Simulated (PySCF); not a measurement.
# BiF3: other spin states, a change of charge and excitations

Aim: at the relaxed geometry of BiF3, try other spin states, a change of charge and excitations. The species was built from a template and needn't be a known compound.

Program: PySCF 2.14.0. Level of theory: r2SCAN, Bi def2-SVP with ECP60, F def2-SVP; scalar-relativistic core potentials, no spin–orbit coupling. These are calculated values, not measurements.

4 further runs of the same task are left out: 2 for a known fault of the program, 1 that didn't finish, 1 set aside as unsound or not needed.

### 1 The system as given

4 atoms, charge 0, spin multiplicity 1.

Bond lengths: Bi1–F2 2.022 Å, Bi1–F3 2.022 Å, Bi1–F4 2.022 Å. Angles: F2–Bi1–F3 96.4°, F2–Bi1–F4 96.4°, F3–Bi1–F4 96.4°.

Coordinates:

```mol
BiF3
  3D, bonds by distance, orders not assigned

  4  3  0  0  0  0  0  0  0  0999 V2000
   -0.0000   -0.0000    0.6008 Bi  0  0
    1.7414    0.0000   -0.4275 F   0  0
   -0.8707    1.5081   -0.4275 F   0  0
   -0.8707   -1.5081   -0.4275 F   0  0
  1  2  8  0
  1  3  8  0
  1  4  8  0
M  END
```

Formal oxidation states: Bi +3. An earlier session relaxed this geometry at r2SCAN, Bi def2-SVP with ECP60, F def2-SVP (singlet, point group C3v).

Its energy there is -513.963649 Eh.

### 2 Multiplicity 3 at the relaxed geometry

The input, run.py (the lines that set the calculation):

```python
mol = gto.M(atom='''
Bi     0.00000     0.00000     0.60077
F      1.74140     0.00000    -0.42753
F     -0.87070     1.50810    -0.42753
F     -0.87070    -1.50810    -0.42753''',
    basis={'Bi': 'def2-SVP', 'F': 'def2-SVP'},
    ecp={'Bi': 'def2-SVP'},
    charge=0, spin=2)
mf = dft.UKS(mol, xc='R2SCAN')
mf.grids.atom_grid = (50, 194)
mf = mf.density_fit()  # fitting sets: Bi def2-universal-JKFIT, F def2-universal-JKFIT
mf.conv_tol = 1e-08; mf.max_cycle = 55
mf.kernel(dm0)  # dm0: free metal ions and neutral atoms
```

The run is started by

```
$ OMP_NUM_THREADS=2 python run.py
```

The program printed:

```text
init E= -529.772067719294
cycle= 1 E= -504.123910754205  delta_E= 25.6  |g|= 4.53  |ddm|= 6.87
cycle= 2 E= -499.223657252557  delta_E=  4.9  |g|= 5.76  |ddm|= 9.19
cycle= 3 E= -513.018862160892  delta_E= -13.8  |g|= 1.28  |ddm|=  4.9
cycle= 4 E= -513.701932344076  delta_E= -0.683  |g|= 0.36  |ddm|= 1.52
cycle= 5 E= -513.230590887389  delta_E= 0.471  |g|= 0.991  |ddm|= 1.38
cycle= 6 E= -513.734168970007  delta_E= -0.504  |g|= 0.178  |ddm|= 1.22
cycle= 7 E= -513.750415303548  delta_E= -0.0162  |g|= 0.0281  |ddm|= 0.246
cycle= 8 E= -513.750897605298  delta_E= -0.000482  |g|= 0.0168  |ddm|= 0.0654
cycle= 9 E= -513.751027767091  delta_E= -0.00013  |g|= 0.0065  |ddm|= 0.0262
cycle= 10 E= -513.751056668541  delta_E= -2.89e-05  |g|= 0.0017  |ddm|= 0.0123
cycle= 11 E= -513.751052338463  delta_E= 4.33e-06  |g|= 0.00353  |ddm|= 0.00636
cycle= 12 E= -513.751057962845  delta_E= -5.62e-06  |g|= 0.000848  |ddm|= 0.00457
cycle= 13 E= -513.75105825562  delta_E= -2.93e-07  |g|= 0.000319  |ddm|= 0.000543
cycle= 14 E= -513.751058311607  delta_E= -5.6e-08  |g|= 3.29e-05  |ddm|= 0.000435
cycle= 15 E= -513.751058312124  delta_E= -5.17e-10  |g|= 1.06e-05  |ddm|= 4.55e-05
Extra cycle  E= -513.751058311743  delta_E= 3.81e-10  |g|= 3.1e-05  |ddm|= 4.62e-05
converged SCF energy = -513.751058311743  <S^2> = 2.0065896  2S+1 = 3.0043898
```

It took 2.8 s on 2 threads of Arm Neoverse V1, shared host.

It gives: E = -513.751058 Eh (+5.785 eV from the relaxed state), HOMO -3.10 eV, LUMO -8.33 eV (over both spins), ⟨S²⟩ = 2.007, Mulliken charge on Bi1 +0.99 e. An empty level of one spin lies below a filled level of the other.

### 3 One electron removed, multiplicity 2

Edit run.py (the lines that set the calculation) of step 2 so:

```diff
@@ -7,3 +7,3 @@
     ecp={'Bi': 'def2-SVP'},
-    charge=0, spin=2)
+    charge=1, spin=1)
 mf = dft.UKS(mol, xc='R2SCAN')
@@ -12,2 +12,2 @@
 mf.conv_tol = 1e-08; mf.max_cycle = 55
-mf.kernel(dm0)  # dm0: free metal ions and neutral atoms
+mf.kernel(dm0)  # dm0: the density of the relaxed state
```

The run is started by

```
$ OMP_NUM_THREADS=2 python run.py
```

The program printed:

```text
init E= -513.968084601441
  HOMO = -0.319190255858  LUMO = -0.308226125798  gap/eV = 0.29835
cycle= 1 E= -513.493161513199  delta_E= 0.475  |g|= 0.29  |ddm|= 0.869
  HOMO = -0.662343770273  LUMO = -0.623377278727  gap/eV = 1.06033
cycle= 2 E= -513.428174660272  delta_E= 0.065  |g|= 0.504  |ddm|= 0.601
  HOMO = -0.600811875275  LUMO = -0.571898923106  gap/eV = 0.78676
cycle= 3 E= -513.520575458498  delta_E= -0.0924  |g|= 0.0888  |ddm|= 0.51
  HOMO = -0.601312567953  LUMO = -0.566217946434  gap/eV = 0.95497
cycle= 4 E= -513.524152206368  delta_E= -0.00358  |g|= 0.0305  |ddm|= 0.138
  HOMO = -0.598631578321  LUMO = -0.564674842914  gap/eV = 0.92401
cycle= 5 E= -513.521819738107  delta_E= 0.00233  |g|= 0.0773  |ddm|= 0.117
  HOMO = -0.600290543398  LUMO = -0.563501932835  gap/eV = 1.00107
cycle= 6 E= -513.524606003013  delta_E= -0.00279  |g|= 0.00131  |ddm|= 0.0852
  HOMO = -0.60023153633  LUMO = -0.563253882932  gap/eV = 1.00621
cycle= 7 E= -513.524608102771  delta_E= -2.1e-06  |g|= 0.000423  |ddm|= 0.00332
  HOMO = -0.600253509889  LUMO = -0.563231430332  gap/eV = 1.00742
cycle= 8 E= -513.524608212862  delta_E= -1.1e-07  |g|= 0.000171  |ddm|= 0.000736
  HOMO = -0.600245950028  LUMO = -0.563228174284  gap/eV = 1.00730
cycle= 9 E= -513.524608229405  delta_E= -1.65e-08  |g|= 2.77e-05  |ddm|= 0.000238
  HOMO = -0.600243940883  LUMO = -0.563228192976  gap/eV = 1.00725
cycle= 10 E= -513.524608224127  delta_E= 5.28e-09  |g|= 0.000112  |ddm|= 0.000156
  HOMO = -0.600243411379  LUMO = -0.563228188987  gap/eV = 1.00724
cycle= 11 E= -513.524608229966  delta_E= -5.84e-09  |g|= 1.24e-05  |ddm|= 0.000129
  HOMO = -0.600243256596  LUMO = -0.56322818939  gap/eV = 1.00723
Extra cycle  E= -513.52460822747  delta_E= 2.5e-09  |g|= 7.42e-05  |ddm|= 9.49e-05
converged SCF energy = -513.52460822747  <S^2> = 0.76015142  2S+1 = 2.0101258
```

Run time: 1.9 s. Hardware: 2 threads of Arm Neoverse V1, shared host.

It gives: E = -513.524608 Eh (+11.947 eV from the relaxed state), HOMO -16.33 eV, LUMO -15.33 eV (over both spins), ⟨S²⟩ = 0.760, Mulliken charge on Bi1 +1.72 e. 

### 4 One electron added, multiplicity 2

Edit run.py (the lines that set the calculation) of step 3 so:

```diff
@@ -7,3 +7,3 @@
     ecp={'Bi': 'def2-SVP'},
-    charge=1, spin=1)
+    charge=-1, spin=1)
 mf = dft.UKS(mol, xc='R2SCAN')
```

The run is started by

```
$ OMP_NUM_THREADS=2 python run.py
```

The program printed:

```text
init E= -513.967743392641
  HOMO = -0.078888647807  LUMO = -0.0731748730595  gap/eV = 0.15548
cycle= 1 E= -513.916446605215  delta_E= 0.0513  |g|= 0.173  |ddm|= 1.12
  HOMO = 0.169349410936  LUMO = 0.195123246693  gap/eV = 0.70134
cycle= 2 E= -513.929479320854  delta_E= -0.013  |g|= 0.142  |ddm|= 0.806
  HOMO = 0.138935475754  LUMO = 0.167991611069  gap/eV = 0.79066
cycle= 3 E= -513.93696193767  delta_E= -0.00748  |g|= 0.0585  |ddm|= 0.259
  HOMO = 0.135312686409  LUMO = 0.164240409258  gap/eV = 0.78716
cycle= 4 E= -513.938060195927  delta_E= -0.0011  |g|= 0.0202  |ddm|= 0.0593
  HOMO = 0.132931980835  LUMO = 0.163100272281  gap/eV = 0.82092
cycle= 5 E= -513.938220240554  delta_E= -0.00016  |g|= 0.00288  |ddm|= 0.0196
  HOMO = 0.132565356627  LUMO = 0.162865288674  gap/eV = 0.82450
cycle= 6 E= -513.938222172819  delta_E= -1.93e-06  |g|= 0.00219  |ddm|= 0.00518
  HOMO = 0.132561097456  LUMO = 0.162907355907  gap/eV = 0.82576
cycle= 7 E= -513.93822392794  delta_E= -1.76e-06  |g|= 0.000566  |ddm|= 0.00242
  HOMO = 0.132555629933  LUMO = 0.162913025068  gap/eV = 0.82607
cycle= 8 E= -513.938224106555  delta_E= -1.79e-07  |g|= 9.21e-05  |ddm|= 0.000921
  HOMO = 0.132562780057  LUMO = 0.162925961748  gap/eV = 0.82622
cycle= 9 E= -513.938224114654  delta_E= -8.1e-09  |g|= 1.98e-05  |ddm|= 0.000241
  HOMO = 0.132560221699  LUMO = 0.162922362825  gap/eV = 0.82620
Extra cycle  E= -513.938224114709  delta_E= -5.5e-11  |g|= 2.18e-05  |ddm|= 5.28e-05
converged SCF energy = -513.938224114709  <S^2> = 0.75278511  2S+1 = 2.0027832
```

Wall time 1.6 s (2 threads of Arm Neoverse V1, shared host).

Result: E = -513.938224 Eh (+0.692 eV from the relaxed state), HOMO 3.61 eV, LUMO 4.01 eV (over both spins), ⟨S²⟩ = 0.753, Mulliken charge on Bi1 +0.55 e. The highest filled level lies above zero; it isn't the detachment energy.

### 5 Singlet excitations, Tamm-Dancoff PBE0

Edit run.py (the lines that set the calculation) of step 4 so:

```diff
@@ -7,4 +7,4 @@
     ecp={'Bi': 'def2-SVP'},
-    charge=-1, spin=1)
-mf = dft.UKS(mol, xc='R2SCAN')
+    charge=0, spin=0)
+mf = dft.RKS(mol, xc='PBE0')
 mf.grids.atom_grid = (50, 194)
```

The run is started by

```
$ OMP_NUM_THREADS=2 python run.py
```

The program printed:

```text
init E= -513.695425022522
  HOMO = -0.356504400111206  LUMO = -0.0560829193471758  gap/eV = 8.17488
cycle= 1 E= -513.696459326411  delta_E= -0.00103  |g|= 0.0177  |ddm|= 0.106
  HOMO = -0.356177962252033  LUMO = -0.0589994670547939  gap/eV = 8.08664
cycle= 2 E= -513.696372581734  delta_E= 8.67e-05  |g|= 0.0296  |ddm|= 0.0479
  HOMO = -0.357531523998706  LUMO = -0.0584599676821707  gap/eV = 8.13815
cycle= 3 E= -513.696542451703  delta_E= -0.00017  |g|= 0.00209  |ddm|= 0.0231
  HOMO = -0.357135079337915  LUMO = -0.0579809904409579  gap/eV = 8.14040
cycle= 4 E= -513.69654334565  delta_E= -8.94e-07  |g|= 0.000403  |ddm|= 0.00337
  HOMO = -0.357155016941842  LUMO = -0.0580104517956916  gap/eV = 8.14014
cycle= 5 E= -513.696543390241  delta_E= -4.46e-08  |g|= 9.79e-05  |ddm|= 0.000655
  HOMO = -0.357148479740562  LUMO = -0.0580085752015229  gap/eV = 8.14001
cycle= 6 E= -513.696543391856  delta_E= -1.62e-09  |g|= 6.95e-05  |ddm|= 0.000165
  HOMO = -0.357148469988367  LUMO = -0.0580103196016034  gap/eV = 8.13996
Extra cycle  E= -513.696543389499  delta_E= 2.36e-09  |g|= 0.000134  |ddm|= 0.000141
converged SCF energy = -513.696543389499
```

Wall time 5.2 s (2 threads of Arm Neoverse V1, shared host).

Result: E = -513.696543 Eh, HOMO -9.72 eV, LUMO -1.58 eV, Mulliken charge on Bi1 +1.38 e. 

Singlet excitations:

```csv
state,energy (eV),oscillator strength
1,6.97,0.0531
2,6.97,0.0531
3,7.27,0.1026
4,7.31,0.0022
5,7.31,0.0022
6,7.39,0.0026
7,7.43,0.0000
8,7.49,0.0216
```

### 6 Results

| state | energy from the relaxed state (eV) | ⟨S²⟩ | time |
| --- | --- | --- | --- |
| charge 0, singlet, vacuum (relaxed) | 0 | 0.00 |  |
| charge -1, doublet, vacuum | 0.69 | 0.75 | 1.6 s |
| charge 0, triplet, vacuum | 5.78 | 2.01 | 2.8 s |
| charge +1, doublet, vacuum | 11.95 | 0.76 | 1.9 s |

An electron taken off or put on is at rest in vacuum. 

In the excitation run (PBE0), the lowest singlet lies at 6.97 eV (gaps between orbitals at other levels can't be set against it), and the brightest of the eight at 7.27 eV (f = 0.103); spin–orbit coupling would mix in triplets. Removing an electron vertically costs 11.95 eV (doublet), against −HOMO = 8.54 eV. Adding an electron vertically costs 0.69 eV (doublet). The triplet lies 5.78 eV above at this geometry. The bases are small and lack diffuse functions. Spin–orbit coupling is left out.
